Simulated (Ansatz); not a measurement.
# CH6AlClO3: the cost of one run

Method: UKS PBE-D4/STO-3G, in Ansatz 0.2.0.

### 1 Starting point

Bond lengths: Al1–O2 2.181 Å, O2–C3 1.404 Å, Al1–O4 1.637 Å, Al1–O5 1.634 Å, Al1–Cl7 2.602 Å, C3–H8 1.092 Å, C3–H9 1.093 Å, C3–H10 1.096 Å, O4–H11 0.945 Å, O5–H12 0.943 Å. Angles (14 of 15 angles, heavy atoms first): Al1–O2–C3 128.0°, O2–Al1–O4 110.7°, O2–Al1–O5 107.1°, O2–Al1–Cl7 75.0°, O4–Al1–O5 131.4°, O4–Al1–Cl7 110.6°, O5–Al1–Cl7 107.9°, O2–C3–H8 108.5°, O2–C3–H9 112.3°, O2–C3–H10 108.7°, Al1–O4–H11 150.4°, Al1–O5–H12 162.3°, H8–C3–H9 108.7°, H8–C3–H10 109.1°.

Structure file:

```xyz
12

Al   -0.0822    1.1837    0.5710
O     0.5934   -0.8256    0.0578
C     0.3287   -1.5539   -1.1127
O     1.0372    1.9551    1.4821
O    -1.0150    1.7061   -0.6646
H    -0.2999   -1.0130    0.9413
Cl   -1.5217   -0.4061    2.0448
H     0.9731   -1.1765   -1.9093
H    -0.7133   -1.4624   -1.4309
H     0.5621   -2.6089   -0.9314
H     1.6794    1.9478    2.1757
H    -1.5418    2.2536   -1.2238
```

### 2 Run 1

150 steps of 0.5 fs at constant energy, with velocities drawn for 600 K.

The input, input.yaml:

```yaml
crystal:
  periodic: [false, false, false]
  atoms:
    - { symbol: Al, position_ang: [-0.0822, 1.1837, 0.571] }
    - { symbol: O, position_ang: [0.5934, -0.8256, 0.0578] }
    - { symbol: C, position_ang: [0.3287, -1.5539, -1.1127] }
    - { symbol: O, position_ang: [1.0372, 1.9551, 1.4821] }
    - { symbol: O, position_ang: [-1.015, 1.7061, -0.6646] }
    - { symbol: H, position_ang: [-0.2999, -1.013, 0.9413] }
    - { symbol: Cl, position_ang: [-1.5217, -0.4061, 2.0448] }
    - { symbol: H, position_ang: [0.9731, -1.1765, -1.9093] }
    - { symbol: H, position_ang: [-0.7133, -1.4624, -1.4309] }
    - { symbol: H, position_ang: [0.5621, -2.6089, -0.9314] }
    - { symbol: H, position_ang: [1.6794, 1.9478, 2.1757] }
    - { symbol: H, position_ang: [-1.5418, 2.2536, -1.2238] }
magnetization:
  spin_polarized: true
basis:
  gaussian: { orbitals: STO-3G }
hamiltonian:
  xc: pbe
  dispersion: d4
md:
  timestep: 0.5
  n_steps: 150
  ensemble: nve
  temperature: 600.0
  initial_velocities: maxwell_boltzmann
  seed: 302134
```

Command:

```
ansatz run input.yaml --threads 1 --pin off --max-ram 2048MiB --backend cpu --events-out ev --progress --plain --runs-dir out
```

Q: Estimate wall time and peak memory on 1 thread of Arm Neoverse V2, shared host.

About 11 min, with a peak of 0.13 GiB.
